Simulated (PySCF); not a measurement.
**TiHOH: relaxation and vibrations of the singlet**

Where does singlet TiHOH go from a linear start, is the end point a minimum, and what are its modes, charges and moments?

Computed with PySCF 2.14.0. Level: PBE0, basis Ti def2-TZVP, H def2-TZVP, O def2-TZVP, no relativity, density fitting.

### 1 The system as given

4 atoms, charge 0, spin multiplicity 1.

Bond lengths: Ti1–H2 1.680 Å, Ti1–O3 1.990 Å, O3–H4 0.960 Å. Angles: H2–Ti1–O3 180.0°, Ti1–O3–H4 130.0°.

```xyz
4
charge 0 multiplicity 1
Ti    0.0000    0.0000    0.0000
H     0.0000    0.0000    1.6800
O     0.0000    0.0000   -1.9900
H     0.7354    0.0000   -2.6071
```

### 2 The SCF at the typed geometry

One driver script runs all steps and calls PySCF; scf.py shows how it sets up the SCF of each step. The optimiser is the driver's own. After this first run the driver tries any further starts and a stability analysis.

Contents of scf.py:

```python
from pyscf import gto, scf, dft
mol = gto.M(atom='''
Ti     0.000000     0.000000     0.000000
H      0.000000     0.000000     1.680000
O      0.000000     0.000000    -1.990000
H      0.735400     0.000000    -2.607100''',
    basis={'Ti': 'def2-TZVP', 'H': 'def2-TZVP', 'O': 'def2-TZVP'},
    charge=0, spin=0)
mf = dft.RKS(mol, xc='PBE0')
mf.grids.atom_grid = (50, 194)
aux = {'Ti': 'def2-universal-JKFIT', 'H': 'def2-universal-JKFIT', 'O': 'def2-universal-JKFIT'}
mf = mf.density_fit(auxbasis=aux)
mf.conv_tol = 1e-08
mf.diis_space = 10
mf.max_cycle = 60
mf.init_guess = 'minao'
mf.verbose = 4
mf.kernel()
```

Started as:

```
OMP_NUM_THREADS=2 python axn.py task.json out
```

What it wrote (excerpt; [...] marks lines left out):

```text
[... the frontier levels of the middle cycles are left out ...]
init E= -925.239137675002
  HOMO = -0.164782283776698  LUMO = -0.133250600362891  gap/eV = 0.85802
cycle= 1 E= -925.279804541913  delta_E= -0.0407  |g|= 1.04  |ddm|= 1.53
  HOMO = -0.346947566130613  LUMO = -0.319549088094859  gap/eV = 0.74555
cycle= 2 E= -908.59403751744  delta_E= 16.7  |g|= 8.57  |ddm|= 3.41
  HOMO = -0.220164921974477  LUMO = -0.193264040333914  gap/eV = 0.73201
cycle= 3 E= -924.904187885938  delta_E= -16.3  |g|=  1.8  |ddm|= 3.05
cycle= 4 E= -925.515491318036  delta_E= -0.611  |g|= 0.157  |ddm|= 0.75
cycle= 5 E= -925.514762589416  delta_E= 0.000729  |g|= 0.177  |ddm|= 0.224
cycle= 6 E= -925.521668977771  delta_E= -0.00691  |g|= 0.0276  |ddm|= 0.101
cycle= 7 E= -925.52242062629  delta_E= -0.000752  |g|= 0.0131  |ddm|= 0.084
cycle= 8 E= -925.522873251073  delta_E= -0.000453  |g|= 0.0155  |ddm|= 0.0562
cycle= 9 E= -925.521317059228  delta_E= 0.00156  |g|= 0.0146  |ddm|= 0.226
cycle= 10 E= -925.520674608451  delta_E= 0.000642  |g|= 0.0233  |ddm|= 0.214
cycle= 11 E= -925.520701334963  delta_E= -2.67e-05  |g|= 0.0214  |ddm|= 0.00901
cycle= 12 E= -925.521058266322  delta_E= -0.000357  |g|= 0.01  |ddm|= 0.0814
cycle= 13 E= -925.521178415532  delta_E= -0.00012  |g|= 0.0115  |ddm|= 0.0361
cycle= 14 E= -925.521132494775  delta_E= 4.59e-05  |g|= 0.0113  |ddm|= 0.0122
cycle= 15 E= -925.521210091461  delta_E= -7.76e-05  |g|= 0.0111  |ddm|= 0.0199
cycle= 16 E= -925.522031721998  delta_E= -0.000822  |g|= 0.00721  |ddm|= 0.249
cycle= 17 E= -925.522150866819  delta_E= -0.000119  |g|= 0.0202  |ddm|= 0.197
cycle= 18 E= -925.522194685272  delta_E= -4.38e-05  |g|= 0.0123  |ddm|= 0.0557
cycle= 19 E= -925.522087905607  delta_E= 0.000107  |g|= 0.0223  |ddm|= 0.137
cycle= 20 E= -925.522239265937  delta_E= -0.000151  |g|= 0.01  |ddm|= 0.0887
cycle= 21 E= -925.522272185866  delta_E= -3.29e-05  |g|= 0.00115  |ddm|= 0.018
cycle= 22 E= -925.522266977302  delta_E= 5.21e-06  |g|= 0.00196  |ddm|= 0.0119
cycle= 23 E= -925.522266468339  delta_E= 5.09e-07  |g|= 0.000839  |ddm|= 0.0212
cycle= 24 E= -925.522266742906  delta_E= -2.75e-07  |g|= 0.000223  |ddm|= 0.00892
cycle= 25 E= -925.522266838121  delta_E= -9.52e-08  |g|= 4.74e-05  |ddm|= 0.00282
cycle= 26 E= -925.522266840013  delta_E= -1.89e-09  |g|= 9.98e-06  |ddm|= 0.000775
  HOMO = -0.211389161073058  LUMO = -0.145995307817914  gap/eV = 1.77946
Extra cycle  E= -925.522266840177  delta_E= -1.64e-10  |g|= 7.2e-06  |ddm|= 3.41e-05
converged SCF energy = -925.522266840177
```

This step, with its further starts and checks, needed 29 s of wall time on 2 threads of Arm Neoverse N1, shared host.

Energies from each starting density:

```
                      start  energy (Eh)
    the minimal-basis guess  -925.522267
a thermally smeared density  -925.522267
      a smeared PBE density  -925.522267
```

Where DIIS stalls, the driver goes on with a level shift of 0.3 Eh and then with a second-order solver.

This is not the lowest solution: one lies 49.6 kJ/mol lower, at -925.54117 Eh, and the relaxation starts from that.

### 3 Relaxation: linear start, singlet

The program finds Cs symmetry in the start, which this walk keeps.

Edit scf.py of step 2 so:

```diff
@@ -3,4 +3,4 @@
-Ti     0.000000     0.000000     0.000000
-H      0.000000     0.000000     1.680000
-O      0.000000     0.000000    -1.990000
-H      0.735400     0.000000    -2.607100''',
+Ti    -0.011237     0.000000     0.496740
+H     -0.011237     0.000000     2.176740
+O     -0.011237     0.000000    -1.493260
+H      0.724163     0.000000    -2.110360''',
@@ -16 +15,0 @@
-mf.init_guess = 'minao'
```

The optimiser's trace (not every step is listed):

```
step  energy (Eh)  change (kJ/mol)  largest symmetric gradient (Eh/bohr)
   0  -925.541173             0.00                               0.07237
   1  -925.548909           -20.31                               0.04323
   2  -925.553931           -33.49                               0.01465
   3  -925.555077           -36.50                               0.00773
   4  -925.556382           -39.93                               0.00854
   5  -925.556825           -41.09                               0.00842
   6  -925.558271           -44.89                               0.00542
   7  -925.558545           -45.61                               0.00579
   8  -925.558785           -46.24                               0.00496
   9  -925.559361           -47.75                               0.00933
  10  -925.560609           -51.03                               0.01079
  12  -925.564001           -59.93                               0.00703
  14  -925.565605           -64.14                               0.00470
  16  -925.566212           -65.74                               0.00553
  18  -925.567151           -68.20                               0.01410
  20  -925.568211           -70.99                               0.00813
  22  -925.568535           -71.84                               0.00825
  24  -925.568964           -72.96                               0.00325
  25  -925.569046           -73.18                               0.00312
  26  -925.569084           -73.28                               0.00257
  27  -925.569091           -73.30                               0.00035
  28  -925.569094           -73.31                               0.00026
  29  -925.569096           -73.31                               0.00011
```

The walk took 66 s.

Positions (Å) and forces (eV/Å) along the way:

```
step 0
Ti  -0.011   0.000   0.497  -0.272   0.000  -3.721
H   -0.011   0.000   2.177   0.095   0.000   1.884
O   -0.011   0.000  -1.493   0.431   0.000   1.890
H    0.724   0.000  -2.110  -0.254   0.000  -0.053
step 1
Ti  -0.022   0.000   0.454  -0.302   0.000  -2.223
H   -0.008   0.000   2.197   0.107   0.000   1.143
O    0.005   0.000  -1.468   0.488   0.000   1.143
H    0.715   0.000  -2.113  -0.294   0.000  -0.063
step 15
Ti  -0.636   0.000   0.353  -0.103   0.000   0.166
H    0.315   0.000   1.775   0.048   0.000  -0.027
O    0.384   0.000  -1.072  -0.226   0.000   0.254
H    0.627   0.000  -1.986   0.281   0.000  -0.392
step 29
Ti  -0.716   0.000   0.371   0.003   0.000  -0.002
H    0.469   0.000   1.608   0.001   0.000  -0.001
O    0.061   0.000  -1.205   0.003   0.000   0.000
H    0.877   0.000  -1.705  -0.006   0.000   0.003
```

After 29 steps and 73.3 kJ/mol it ends at Cs: O–H 0.956 Å, Ti–H 1.713 Å, Ti–O 1.758 Å; H–O–Ti 147.7°, H–Ti–O 110.0°.

### 4 Hessian and properties

The point is checked on the finer grid, and tightened if its gradient asks for it. The Hessian and the dipole derivatives come from central differences of analytic gradients, with steps of 0.02 bohr.

Edit scf.py of step 3 so:

```diff
@@ -3,4 +3,4 @@
-Ti    -0.011237     0.000000     0.496740
-H     -0.011237     0.000000     2.176740
-O     -0.011237     0.000000    -1.493260
-H      0.724163     0.000000    -2.110360''',
+Ti    -0.231921     0.000000     0.395105
+H      0.954536     0.000000     1.630504
+O      0.546900     0.000000    -1.180650
+H      1.362045     0.000000    -1.679691''',
@@ -10 +10 @@
-mf.grids.atom_grid = (50, 194)
+mf.grids.atom_grid = (75, 302)
@@ -13 +13 @@
-mf.conv_tol = 1e-08
+mf.conv_tol = 1e-10
```

This SCF starts from the last density.

SCF at the final geometry:

```text
init E= -925.569114820484
  HOMO = -0.168053438527039  LUMO = -0.0777049094408155  gap/eV = 2.45851
cycle= 1 E= -925.56911482051  delta_E= -2.55e-11  |g|= 9.16e-06  |ddm|= 2.2e-05
  HOMO = -0.168050440316911  LUMO = -0.0777017854328215  gap/eV = 2.45851
Extra cycle  E= -925.569114820451  delta_E= 5.93e-11  |g|= 2.19e-05  |ddm|= 2.99e-05
converged SCF energy = -925.569114820451
```

The whole step took 66 s.

Geometry: Cs; O–H 0.956 Å, Ti–H 1.713 Å, Ti–O 1.758 Å; H–O–Ti 147.8°, H–Ti–O 109.9°.

Harmonic modes (main isotopes):

| symmetry | ω (cm⁻¹) | IR (km/mol) | μ (u) |
| --- | --- | --- | --- |
| a'' | 244 | 227 | 1.15 |
| a' | 331 | 169 | 1.09 |
| a' | 393 | 30.8 | 1.18 |
| a' | 801 | 185 | 8.74 |
| a' | 1676 | 386 | 1.03 |
| a' | 3959 | 300 | 1.07 |

No imaginary mode, so this is a minimum.

Properties at this point:

```yaml
Dipole_moment: 1.69 D
Highest_occupied_level: -4.57 eV
Lowest_empty_level: -2.11 eV
Rotational_constants: 6.022, 0.3952, 0.3709 cm⁻¹
Zero-point_energy: 44.3 kJ/mol
Principal_polarisabilities: 61.2, 61.5, 74.9 bohr³
Atomisation_energy_without_zero-point_energy: 1064 kJ/mol
Principal_traceless_quadrupole_moments_about_the_centre_of_mass: -5.76, -5.18, 10.94 D Å
Entropy_at_298.15_K_and_1_bar: 263.1 J/(mol K)
Heat_capacity_Cp_at_298.15_K: 56.5 J/(mol K)
Enthalpy_at_298.15_K_above_0_K: 13.26 kJ/mol
Rotational_symmetry_number: 1
```

Populations by atom (charges in e):

| atom | Mulliken | Löwdin | polar tensor | Mayer order to Ti1 |
| --- | --- | --- | --- | --- |
| Ti1 | 0.56 | 0.25 | 1.00 | – |
| H2 | -0.17 | -0.16 | -0.40 | 0.94 |
| O3 | -0.74 | -0.26 | -0.99 | 1.13 |
| H4 | 0.35 | 0.17 | 0.40 | 0.02 |

Mulliken populations on Ti1: s 6.98, p 12.22, d 2.22, f 0.02.

### 5 The broken-symmetry singlet

A stability analysis found the closed shell of the lowest minimum unstable towards spin polarisation, so the unrestricted solution is followed.

The program finds Cs symmetry in the start, which may break. The walk stops when the largest gradient is under 0.0003 Eh/bohr and the energy has settled too.

Edit scf.py of step 4 so:

```diff
@@ -3,4 +3,4 @@
-Ti    -0.231921     0.000000     0.395105
-H      0.954536     0.000000     1.630504
-O      0.546900     0.000000    -1.180650
-H      1.362045     0.000000    -1.679691''',
+Ti    -0.231348     0.000000     0.394946
+H      0.955110     0.000000     1.630345
+O      0.547473     0.000000    -1.180810
+H      1.362618     0.000000    -1.679851''',
@@ -9,2 +9,2 @@
-mf = dft.RKS(mol, xc='PBE0')
-mf.grids.atom_grid = (75, 302)
+mf = dft.UKS(mol, xc='PBE0')
+mf.grids.atom_grid = (50, 194)
@@ -13 +13 @@
-mf.conv_tol = 1e-10
+mf.conv_tol = 1e-08
```

The optimiser's trace:

```
step  energy (Eh)  change (kJ/mol)  largest gradient (Eh/bohr)
   0  -925.595281             0.00                     0.01650
   1  -925.596453            -3.08                     0.00679
   2  -925.597963            -7.04                     0.00835
   3  -925.598260            -7.82                     0.00747
   4  -925.598327            -8.00                     0.00365
   5  -925.598395            -8.18                     0.00832
   6  -925.598624            -8.78                     0.00223
   7  -925.598644            -8.83                     0.00101
   8  -925.598659            -8.87                     0.00118
   9  -925.598668            -8.89                     0.00107
  10  -925.598675            -8.91                     0.00080
  11  -925.598682            -8.93                     0.00062
  12  -925.598686            -8.94                     0.00023
  13  -925.598686            -8.94                     0.00010
```

The walk took 51 s.

Positions (Å) and forces (eV/Å) along the way:

```
step 0
Ti  -0.231   0.000   0.395  -0.214   0.000   0.418
H    0.955   0.000   1.630   0.068   0.000   0.410
O    0.547   0.000  -1.181   0.164   0.000  -0.848
H    1.363   0.000  -1.680  -0.018   0.000   0.020
step 1
Ti  -0.215   0.000   0.400   0.067   0.000   0.060
H    0.943   0.000   1.678  -0.002   0.000   0.311
O    0.547   0.000  -1.206  -0.137   0.000  -0.349
H    1.359   0.000  -1.707   0.072   0.000  -0.022
step 7
Ti  -0.079  -0.002   0.398   0.024   0.000   0.051
H    0.856   0.001   1.897  -0.037   0.000  -0.033
O    0.534   0.000  -1.295   0.036  -0.001  -0.001
H    1.323   0.001  -1.836  -0.024   0.001  -0.018
step 13
Ti  -0.060  -0.002   0.404  -0.002   0.000  -0.003
H    0.835   0.001   1.924   0.000   0.000   0.002
O    0.552   0.000  -1.289  -0.004   0.000   0.004
H    1.306   0.001  -1.875   0.007   0.000  -0.003
```

After 13 steps and 8.9 kJ/mol it ends at Cs: O–H 0.956 Å, Ti–H 1.764 Å, Ti–O 1.800 Å; H–O–Ti 147.7°, H–Ti–O 129.6°.

### 6 Vibrations and properties at this point

The point was taken to the finer grid, but the Hessian ran out of time, so its nature is unknown.

### 7 What came out

```
                            quantity                                                                  value
                             minimum         singlet, Cs (closed shell, unstable towards spin polarisation)
                            geometry  O–H 0.956 Å, Ti–H 1.713 Å, Ti–O 1.758 Å; H–O–Ti 147.8°, H–Ti–O 109.9°
                  wavenumbers (cm⁻¹)          244 (a''), 331 (a'), 393 (a'), 801 (a'), 1676 (a'), 3959 (a')
                       dipole moment                                                                 1.69 D
highest occupied, lowest empty level                                                        -4.57, -2.11 eV
          polar-tensor charge of Ti1                                                                +1.00 e
                   zero-point energy                                                            44.3 kJ/mol
```

In words: The molecule stays Cs, as typed, and the end point is a minimum. In the infrared the band at 1676 cm⁻¹ (a') leads. The first SCF alone would have been 50 kJ/mol too high. Only this shape and spin were tried, so other structures or states may lie lower. The closed shell proved unstable towards spin polarisation, so a lower open-shell solution exists.

The search up to here needed 6.2 min of wall time on 2 threads of Arm Neoverse N1, shared host.
